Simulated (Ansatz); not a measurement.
# The cluster Ru2H4+: geometry, orbitals and charge

Aim: characterise the cluster Ru2H4+ as a doublet: its structure, frontier levels and distribution of charge and spin.

Computed with Ansatz 0.2.0, Gaussian basis. Level: UKS PBE0-D4/def2-TZVP.

The runs, in order: relaxation at PBE-D4/def2-TZVP; a single point at PBE0-D4/def2-TZVP; harmonic vibrations at PBE-D4/def2-TZVP.

5 further runs of the same task are left out: 5 set aside as unsound or not needed.

## Step 1: Where the work starts

6 atoms, charge 1, spin multiplicity 2.

Atoms are counted from 1 here; the program's logs count them from 0.

Bond lengths: Ru1–Ru2 2.327 Å, Ru1–H4 1.529 Å, Ru1–H5 1.529 Å, Ru2–H3 1.529 Å, Ru2–H6 1.528 Å. Angles: Ru2–Ru1–H4 84.2°, Ru2–Ru1–H5 86.0°, H4–Ru1–H5 90.0°, Ru1–Ru2–H3 81.1°, Ru1–Ru2–H6 84.7°, H3–Ru2–H6 90.6°.

Ru takes a core potential in the def2 sets. No spin-orbit coupling is included. The ion is computed in the gas phase, without counter-ions or solvent.

The start is a GFN2-xTB geometry.

## Step 2: Optimising with PBE-D4/def2-TZVP

File in.yaml:

```yaml
crystal:
  periodic: [false, false, false]
  atoms:
    - {symbol: Ru, position_ang: [0.246480, 0.559190, -0.966900]}
    - {symbol: Ru, position_ang: [-0.253870, -0.555350, 1.013780]}
    - {symbol: H, position_ang: [-0.730290, 0.845050, 1.402370]}
    - {symbol: H, position_ang: [1.608160, 0.791420, -0.311950]}
    - {symbol: H, position_ang: [0.727170, -0.797020, -1.482650]}
    - {symbol: H, position_ang: [-1.597650, -0.843290, 0.345350]}
basis:
  gaussian: {orbitals: def2-TZVP}
total_charge: 1
magnetization: {spin_polarized: true, initial_magnetization: 1}
hamiltonian: {xc: pbe, dispersion: d4}
scf: {omitted_lower_state_checks: [starts]}
output: {orbitals: {seedname: orbitals}}
relax: {f_tol: 0.02, max_steps: 100}
```

Launch:

```
$ ansatz run in.yaml --threads 4 --pin off --events-out ev --progress --plain --max-ram 3916MiB
```

After this run come: Single point, PBE0-D4/def2-TZVP; Harmonic vibrations.

**Question.** What will the summary of the whole plan be? Wanted: point group; commonest bond, hydrogen aside; HOMO, LUMO at PBE0-D4/def2-TZVP; ⟨S²⟩; lowest, highest wavenumber.

The runs gave:

| quantity | value |
| --- | --- |
| point group | C2h |
| commonest bond, hydrogen aside | Ru–Ru, 1 of mean length 2.173 Å |
| HOMO, LUMO at PBE0-D4/def2-TZVP (over both spins) | -12.47, -9.46 eV |
| ⟨S²⟩ | 1.119 |
| lowest, highest wavenumber | 231, 2178 cm⁻¹ |

**Reading.** The molecule keeps its bonding pattern by the stored test; the atoms moved 0.17 Å (rms), and the angle H3–Ru2–H6 went from 91° to 76°. All wavenumbers are real: a minimum at this level. The alpha HOMO lies nearest to Ru1, Ru2 about 45 % each and the alpha LUMO to Ru1, Ru2 about 45 % each. Doubts on the single point: spin contamination. Whether this spin is the lowest isn't tested here.
